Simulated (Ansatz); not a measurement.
# LiBeF3: the cost of one run

Computed with Ansatz 0.2.0 (DFT PBE, scalar-relativistic, plane waves, PAW, unless a step's input says otherwise).

2 further runs of the same task are left out: 1 that didn't finish, 1 set aside as unsound or not needed.

### 1 The starting structure

The structure is orthorhombic, space group Amm2 (No. 38). The conventional cell has a = 2.768 Å, b = 5.229 Å, c = 8.166 Å, α = 90.00°, β = 90.00°, γ = 90.00°. Li (site symmetry mm2) has 5 F at 1.94 to 2.05 Å as nearest neighbours. Be (site symmetry mm2) has 4 F at 1.52 to 1.65 Å as nearest neighbours. F (site symmetry m) has 1 Be at 1.52 Å and 2 Li at 1.94 Å as nearest neighbours. F (site symmetry mm2) has 2 Be at 1.65 Å and 1 Li at 2.05 Å as nearest neighbours.

As a file:

```cif
data_structure
_symmetry_space_group_name_H-M 'P 1'
_symmetry_Int_Tables_number 1
_cell_length_a 2.7678
_cell_length_b 4.8483
_cell_length_c 4.8483
_cell_angle_alpha 65.262
_cell_angle_beta 90.000
_cell_angle_gamma 90.000
_cell_volume 59.09
loop_
_atom_site_label
_atom_site_type_symbol
_atom_site_fract_x
_atom_site_fract_y
_atom_site_fract_z
_atom_site_occupancy
Li1 Li 0.50000 0.69391 0.69391 1
Be1 Be 0.00000 0.05475 0.05475 1
F1 F 0.00000 0.90517 0.40093 1
F2 F 0.00000 0.40093 0.90517 1
F3 F 0.50000 0.94457 0.94457 1
```

The cell was relaxed beforehand at this level, from a database cell with other species swapped in; it needn't be the stable form of this composition. At a tolerance of 0.02 Å it has space group Amm2 (No. 38); it has 11.82 Å³/atom, an uncorrected energy of -3.13 eV/atom over the elements.

### 2 Static run: bands, density of states and charges

Contents of input.yaml:

```yaml
crystal:
  lattice:
    - [2.7677551157, 0.0, 0.0]
    - [0.0, 2.6143307252, 4.0830622106]
    - [0.0, -2.6143307252, 4.0830622106]
  atoms:
    - { symbol: Li, position: [0.5, 0.6939076256, 0.6939076256] }
    - { symbol: Be, position: [0.0, 0.0547527578, 0.0547527578] }
    - { symbol: F, position: [0.0, 0.9051718368, 0.4009269241] }
    - { symbol: F, position: [0.0, 0.4009269241, 0.9051718368] }
    - { symbol: F, position: [0.5, 0.9445678287, 0.9445678287] }
basis:
  ecutwfc: 420
kpoints:
  mp_grid: { grid: [8, 6, 6] }
  band_path:
    path:
      - [[0.0, 0.0, 0.0], [0.0, 0.5, 0.5], [0.0, 0.64750821, 0.35249179]]
      - [[0.0, 0.35249179, -0.35249179], [0.0, 0.0, 0.0], [0.5, 0.0, 0.0], [0.5, 0.35249179, -0.35249179]]
      - [[0.5, 0.64750821, 0.35249179], [0.5, 0.5, 0.5], [0.0, 0.5, 0.5]]
      - [[0.0, 0.0, 0.0], [0.0, 0.5, 0.0], [0.5, 0.5, 0.0], [0.5, 0.0, 0.0], [0.5, 0.5, 0.5]]
    npoints: 14
hamiltonian:
  xc: pbe
scf:
  occupations: { method: gaussian, width: 0.02 }
  n_extra_bands: 12
output:
  forces: true
  stress: true
  eigenvalues: true
  populations: true
  dos: { projected: true, de: 0.02, nscf_kmesh: { grid: [12, 9, 9] } }
  bader: true
```

On the command line:

```sh
$ ansatz run input.yaml --threads 1 --pin off --max-ram 2048MiB --backend cpu --events-out ev --progress --plain --runs-dir out
```

**Question.** How long does this run take on 1 thread of Arm Neoverse V2, shared host, and how much memory does it need?

About 60 s, with a peak of 0.39 GiB.
